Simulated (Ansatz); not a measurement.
# Zr2Ti3N5: the cost of one run

Computed with Ansatz 0.2.0 (DFT PBE, scalar-relativistic, plane waves, PAW, unless a step's input says otherwise).

### 1 The starting structure

Symmetry: I4/mmm, No. 139, tetragonal system. Conventional cell: a = 3.127 Å, b = 3.127 Å, c = 21.955 Å, α = 90.00°, β = 90.00°, γ = 90.00°. Zr (site symmetry 4mm) is surrounded by 6 N at 2.20 to 2.38 Å. Around Ti (site symmetry 4mm) lie 6 N at 2.06 to 2.25 Å. Around Ti (site symmetry 4/mmm) lie 6 N at 2.09 to 2.21 Å. N (site symmetry 4/mmm) is surrounded by 6 Ti at 2.06 to 2.21 Å. N (site symmetry 4mm) has 5 Ti at 2.09 to 2.21 Å and 1 Zr at 2.20 Å in its first shell of neighbours. N (site symmetry 4mm) has 5 Zr at 2.21 to 2.38 Å and 1 Ti at 2.25 Å in its first shell of neighbours.

Coordinates:

```
Zr Ti N
1.0
    -1.56369    1.56369   10.97726
     1.56369   -1.56369   10.97726
     1.56369    1.56369  -10.97726
Zr Ti N
2 3 5
Cartesian
  0.0000 0.0000 15.2653
  0.0000 0.0000 6.6892
  0.0000 0.0000 2.0591
  0.0000 0.0000 19.8954
  0.0000 0.0000 10.9773
  0.0000 0.0000 0.0000
  0.0000 0.0000 13.0626
  0.0000 0.0000 4.3075
  0.0000 0.0000 17.6470
  0.0000 0.0000 8.8919
```

The cell was relaxed beforehand at this level, from a generated guess; it is a trial structure. At a tolerance of 0.05 Å it has space group I4/mmm (No. 139); it has 10.74 Å³/atom, an uncorrected energy of -1.66 eV/atom over the elements.

### 2 Electronic structure at the relaxed geometry

input.yaml reads:

```yaml
crystal:
  lattice:
    - [-1.5636879, 1.5636879, 10.9772626]
    - [1.5636879, -1.5636879, 10.9772626]
    - [1.5636879, 1.5636879, -10.9772626]
  atoms:
    - { symbol: Zr, position: [0.695314, 0.695314, 0.0] }
    - { symbol: Zr, position: [0.304686, 0.304686, 0.0] }
    - { symbol: Ti, position: [0.093789, 0.093789, 0.0] }
    - { symbol: Ti, position: [0.906211, 0.906211, 0.0] }
    - { symbol: Ti, position: [0.5, 0.5, 0.0] }
    - { symbol: "N", position: [0.0, 0.0, 0.0] }
    - { symbol: "N", position: [0.594985, 0.594985, 0.0] }
    - { symbol: "N", position: [0.1962, 0.1962, 0.0] }
    - { symbol: "N", position: [0.8038, 0.8038, 0.0] }
    - { symbol: "N", position: [0.405015, 0.405015, 0.0] }
basis:
  ecutwfc: 420
kpoints:
  mp_grid: { grid: [16, 16, 16] }
  band_path:
    path:
      - [[0.0, 0.0, 0.0], [0.0, 0.0, 0.5], [0.25, 0.25, 0.25], [0.0, 0.5, 0.0], [0.0, 0.0, 0.0], [0.5, 0.5, -0.5], [0.25507285, 0.74492715, -0.25507285]]
      - [[-0.25507285, 0.25507285, 0.25507285], [0.0, 0.0, 0.0]]
      - [[0.0, 0.0, 0.5], [-0.0101457, 0.0101457, 0.5]]
      - [[0.5, 0.5, -0.0101457], [0.5, 0.5, -0.5]]
    npoints: 14
hamiltonian:
  xc: pbe
scf:
  occupations: { method: gaussian, width: 0.1 }
  n_extra_bands: 25
output:
  forces: true
  stress: true
  eigenvalues: true
  populations: true
  dos: { projected: true, de: 0.02, nscf_kmesh: { grid: [20, 20, 20] } }
  bader: true
  write_density: true
  write_potential: true
  elf: true
  volumetric_format: npy
```

On the command line:

```console
$ ansatz run input.yaml --threads 4 --pin off --max-ram 8192MiB --backend cpu --events-out ev --progress --plain --runs-dir out
```

**Question.** How long does this run take on 4 threads of Intel Xeon 6975P-C (Granite Rapids), shared host, and how much memory does it need?

About 86 s, with a peak of 2.9 GiB.
